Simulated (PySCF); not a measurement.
**Fe⁻: electron affinity in def2-QZVPPD**

Wanted: the electron affinity of iron, up a ladder of methods.

The numbers are computed with PySCF 2.14.0 (unrestricted determinants in a Gaussian basis, no spin-orbit coupling in the energies), except any that are marked as measured or tabulated.

### Step 1. Starting point

| Property | Result |
| --- | --- |
| Element | iron (Z = 26) |
| Basis | def2-QZVPPD (11s6p5d4f2g, 100 functions) |
| Hamiltonian | no relativity, point nucleus |
| State 1 | Fe⁻: [Ar] 3d7 4s2, high-spin 4F determinant |
| Needed too, but not shown | Fe [Ar] 3d6 4s2 (5D) |
| Methods | CCSD(T) |
| Core shells frozen in the correlated runs | valence: [Ar] (for Fe⁻) |

The outer shells:

Fe- [Ar] 3d7 4s2
```
[Ar] core
3d [↑↓][↑↓][↑ ][↑ ][↑ ]
4s [↑↓]
```

The runs were made by one driver on top of PySCF. The scripts below sum up each run's settings (the driver also hands on starting orbitals that pick excited configurations, and frozen orbitals as a list rather than a count), and the logs come from the driver's own runs. The driver starts from symmetry-adapted Hartree-Fock orbitals, holds the occupation by maximum overlap and uses a logarithmic radial grid for functionals, so a plain start would take other cycles.

The integrals over 100 functions and the set-up took 2.3 s of CPU time.

### Step 2. Fe⁻, at CCSD(T) (valence)

#### CCSD(T) (valence)

Input file input.py:

```python
from pyscf import gto, scf, dft, mp, cc
import basis_set_exchange as bse
mol = gto.M(atom="Fe 0 0 0", charge=-1, spin=3, symmetry="D2h",
            basis=gto.basis.parse(bse.get_basis("def2-QZVPPD", elements=["Fe"], fmt="nwchem")))
mf = scf.UHF(mol)
mf.irrep_nelec = {'Ag': (6, 5), 'B1g': (1, 1), 'B2g': (1, 0), 'B3g': (1, 0), 'B1u': (2, 2), 'B2u': (2, 2), 'B3u': (2, 2)}
mf.kernel()
mycc = cc.CCSD(mf, frozen=9).run()
mycc.ccsd_t()
```

What does the calculation give?

The runs gave:

| quantity | value |
| --- | --- |
| electron affinity, Fe | UHF -2.190, CCSD(T) (valence) -0.052 eV; reference 0.151 |

Accuracy by level (over 1 difference):

```
           method  mean absolute miss against CCSD(T) (valence) (eV)
              UHF                                              2.139
    MP2 (valence)                                              0.032
SCS-MP2 (valence)                                              0.100
   CCSD (valence)                                              0.272
CCSD(T) (valence)                                              0.000
```

The methods span 2.239 eV, from UHF (-2.190) to SCS-MP2 (valence) (0.048). The reference is uncertain or not like for like (spin-orbit coupling or other relativistic terms), so no ranking of close methods is drawn. All values hold for this basis alone; no basis-set limit was taken.
